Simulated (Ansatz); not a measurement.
The system is Ta4NiO11.

```xyz
16
Lattice="0.0000 4.8671 4.8671 4.8671 0.0000 4.8671 4.8671 4.8671 0.0000" Properties=species:S:1:pos:R:3 pbc="T T T"
Ta    3.6011    6.1333    3.6011
Ta    6.1333    6.1333    6.1333
Ta    6.1333    3.6011    3.6011
Ta    3.6011    3.6011    6.1333
Ni    0.0000    0.0000    0.0000
O     2.4336    2.4336    2.4336
O     6.3910    8.2105    6.3910
O     8.2105    8.2105    8.2105
O     8.2105    6.3910    6.3910
O     6.3910    6.3910    8.2105
O     6.8118    4.8671    4.8671
O     2.9225    4.8671    4.8671
O     4.8671    4.8671    6.8118
O     4.8671    4.8671    2.9225
O     4.8671    2.9225    4.8671
O     4.8671    6.8118    4.8671
```

The cell was built by a generator and needn't be a form met in nature.

Base run:

| Item | Value |
| --- | --- |
| Program | Ansatz 0.2.0 |
| Functional | PBEsol |
| Potentials or basis | Ansatz PAW |
| Cutoff | 420 eV |
| Density cutoff | 1680 eV |
| k mesh | 5 × 5 × 5 |
| Occupations | fermi-dirac, width 0.05 eV |
| Spin | collinear spin, ferromagnetic start |
| Starting moments | [0.0, 0.0, 0.0, 0.0, 1.0, 0.0, 0.0, 0.0, 0.0, 0.0, 0.0, 0.0, 0.0, 0.0, 0.0, 0.0] μB |

Its results: band gap on the k mesh none (metal or under the smearing width); pressure -4.8 GPa; net moment 2.24 μB per cell; site moments Ta -0.01; Ni +1.03; O +1.27, +0.00, -0.00 μB; largest force 0.315 eV/Å.

Q: The run is repeated on the same cell with these changes: functional from PBEsol to PBE; potentials or basis from Ansatz PAW to JTH PAW; cutoff from 420 eV to 2400 eV; density cutoff from 1680 eV to 9600 eV. What comes out?

A: Band gap on the k mesh none (metal or under the smearing width); pressure 0.4 GPa; net moment 2.17 μB per cell; site moments Ta -0.01; Ni +1.03; O +1.25, +0.00 μB; largest force 0.106 eV/Å.

Caveats: a cell with one magnetic atom can't hold antiferromagnetic order, which such compounds often take; semilocal functionals often make such compounds metallic where correlation or magnetic order opens a gap, which also shifts bond lengths; the PAW data sets come from PBE, with cores solved anew for the run's functional, which leaves a small shift of forces and pressure (some runs).

Not every run made on this cell is shown here.
